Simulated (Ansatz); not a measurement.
# RbRu2: the cost of one run

Program: Ansatz 0.2.0. Level of theory: DFT PBE, scalar-relativistic, plane waves, PAW. These are calculated values, not measurements.

### 1 The system as given

The structure is hexagonal, space group P6/mmm (No. 191). The conventional cell has a = 4.065 Å, b = 4.065 Å, c = 4.389 Å, α = 90.00°, β = 90.00°, γ = 120.00°. Rb (site symmetry 6/mmm) is surrounded by 12 Ru at 3.21 Å. Ru (site symmetry -6m2) is surrounded by 3 Ru at 2.35 Å.

As a file:

```
Rb Ru
1.0
     4.06480    0.00000    0.00000
    -2.03240    3.52022    0.00000
     0.00000    0.00000    4.38890
Rb Ru
1 2
Direct
  0.00000 0.00000 0.00000
  0.33333 0.66667 0.50000
  0.66667 0.33333 0.50000
```

This is candidate A: AlB2 type (P6/mmm, No. 191).

(A quick probe on a coarse mesh, which set the mesh and smearing, is not shown.)

### 3 Coarse relaxation (candidate A)

File input.yaml:

```yaml
crystal:
  lattice:
    - [4.0647994669, 0.0, 0.0]
    - [-2.0323997334, 3.5202195996, 0.0]
    - [0.0, 0.0, 4.3889030789]
  atoms:
    - { symbol: Rb, position: [0.0, 0.0, 0.0] }
    - { symbol: Ru, position: [0.3333333333, 0.6666666667, 0.5] }
    - { symbol: Ru, position: [0.6666666667, 0.3333333333, 0.5] }
basis:
  ecutwfc: 420
kpoints:
  mp_grid: { grid: [6, 6, 4] }
hamiltonian:
  xc: pbe
scf:
  occupations: { method: gaussian, width: 0.1 }
  lower_state_search: "off"
output:
  forces: true
  stress: true
  eigenvalues: true
relax:
  adjacent_minimum: "off"
  f_tol: 0.04
  max_steps: 70
  cell: { stress_tol: 0.4 }
```

Launch:

```sh
> ansatz run input.yaml --threads 1 --pin off --max-ram 2560MiB --backend cpu --events-out ev --progress --plain --runs-dir out
```

**Question.** How long does this run take on 1 thread of Arm Neoverse V2, shared host, and how much memory does it need?

About 23 s, with a peak of 0.35 GiB.
